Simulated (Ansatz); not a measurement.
CH7B2N, SMILES BNBC, a single point in a Gaussian basis

With the Ansatz DFT code, driven from Python.

At the Python prompt:
```pycon
>>> import warnings
>>> import ansatz as az
>>> import numpy as np
>>> warnings.simplefilter("ignore", az.DeckWarning)
>>> molecule = (
...     az.Crystal.molecule()
...     .atom("B", (1.7538, 0.0633, 0.9374))
...     .atom("N", (1.0159, 0.2123, -0.3869))
...     .atom("B", (-0.3464, -0.4522, -0.2375))
...     .atom("C", (-1.6674, 0.3881, -0.4934))
...     .atom("H", (1.3794, 0.6458, 1.8958))
...     .atom("H", (2.6785, -0.6681, 1.0263))
...     .atom("H", (1.5413, -0.3391, -1.1021))
...     .atom("H", (-0.4262, -1.605, 0.0196))
...     .atom("H", (-1.656, 0.791, -1.527))
...     .atom("H", (-1.7174, 1.2278, 0.23))
...     .atom("H", (-2.5556, -0.2638, -0.3623))
... )
>>> calculation = (
...     molecule.calculation()
...     .basis(gaussian="aug-cc-pVDZ")
...     .functional("b3lyp")
...     .forces()
... )
>>> print(calculation.to_yaml())
crystal:
  periodic: [false, false, false]
  atoms:
    - { symbol: B, position_ang: [1.7538, 0.0633, 0.9374] }
    - { symbol: "N", position_ang: [1.0159, 0.2123, -0.3869] }
    - { symbol: B, position_ang: [-0.3464, -0.4522, -0.2375] }
    - { symbol: C, position_ang: [-1.6674, 0.3881, -0.4934] }
    - { symbol: H, position_ang: [1.3794, 0.6458, 1.8958] }
    - { symbol: H, position_ang: [2.6785, -0.6681, 1.0263] }
    - { symbol: H, position_ang: [1.5413, -0.3391, -1.1021] }
    - { symbol: H, position_ang: [-0.4262, -1.605, 0.0196] }
    - { symbol: H, position_ang: [-1.656, 0.791, -1.527] }
    - { symbol: H, position_ang: [-1.7174, 1.2278, 0.23] }
    - { symbol: H, position_ang: [-2.5556, -0.2638, -0.3623] }
basis:
  gaussian:
    orbitals: aug-cc-pVDZ
hamiltonian:
  xc: b3lyp
output:
  forces: true
>>> rep = calculation.session().plan(threads=1).execute().report

>>> print("reference energy %16.6f eV" % rep["reference_energy_ev"])
reference energy     -3994.717901 eV
>>> print("total energy     %16.6f eV" % rep["free_energy_ev"])
total energy         -3994.717901 eV
>>> print("occupied (up, down):", rep["n_occupied"], " virtual:", rep["n_virtual"], " frozen:", rep["n_frozen"])
occupied (up, down): [15, 15]  virtual: [140, 140]  frozen: 0
>>> symbols = [site.symbol for site in molecule.cartesian_sites]
>>> print("forces (eV/A)")
forces (eV/A)
>>> for symbol, f in zip(symbols, rep["forces_ev_ang"]):
...     print(f"  {symbol:2s} {f[0]:9.4f} {f[1]:9.4f} {f[2]:9.4f}")
...
  B    -1.0280    0.4270   -2.3027
  N     0.6982   -1.6542    1.8158
  B     0.0738    1.7991   -0.7634
  C     0.2124   -0.7679    0.4625
  H    -0.4392    0.1374    0.3156
  H     0.6176   -0.0223   -0.1494
  H    -0.3105    0.2229    0.7270
  H     0.0965   -0.6120   -0.0094
  H     0.0142    0.0716    0.3192
  H    -0.0500   -0.0213   -0.3305
  H     0.1153    0.4196   -0.0846
>>> charges = rep["charge_distribution"]
>>> print("dipole moment", round(4.803205 * float(np.linalg.norm(charges["dipole_moment_e_ang"])), 3), "D")
dipole moment 0.981 D
>>> print("Mulliken:", [(s, round(q, 3)) for s, q in zip(symbols, charges["mulliken_charges_e"])])
Mulliken: [('B', -1.47), ('N', -0.151), ('B', -0.569), ('C', 0.898), ('H', 0.731), ('H', 0.815), ('H', -0.028), ('H', 0.892), ('H', -0.336), ('H', -0.346), ('H', -0.437)]
```

Reading the output:
- Total energies depend on the basis set; only differences at equal settings carry meaning.
- The geometry is a force-field or estimated start, not a minimum of this method, and the basis set is short of its limit.
- b3lyp holds the VWN-RPA fit, as in Gaussian; the form of ORCA and Turbomole is b3lyp5.
- Mulliken charges are unreliable in a basis with diffuse functions.
- Timing: 8.8 s on 1 thread of Arm Neoverse V1 (shared host), peak memory 0.4 GiB.

(Lines on the test bed's own set-up are left out of the output.)
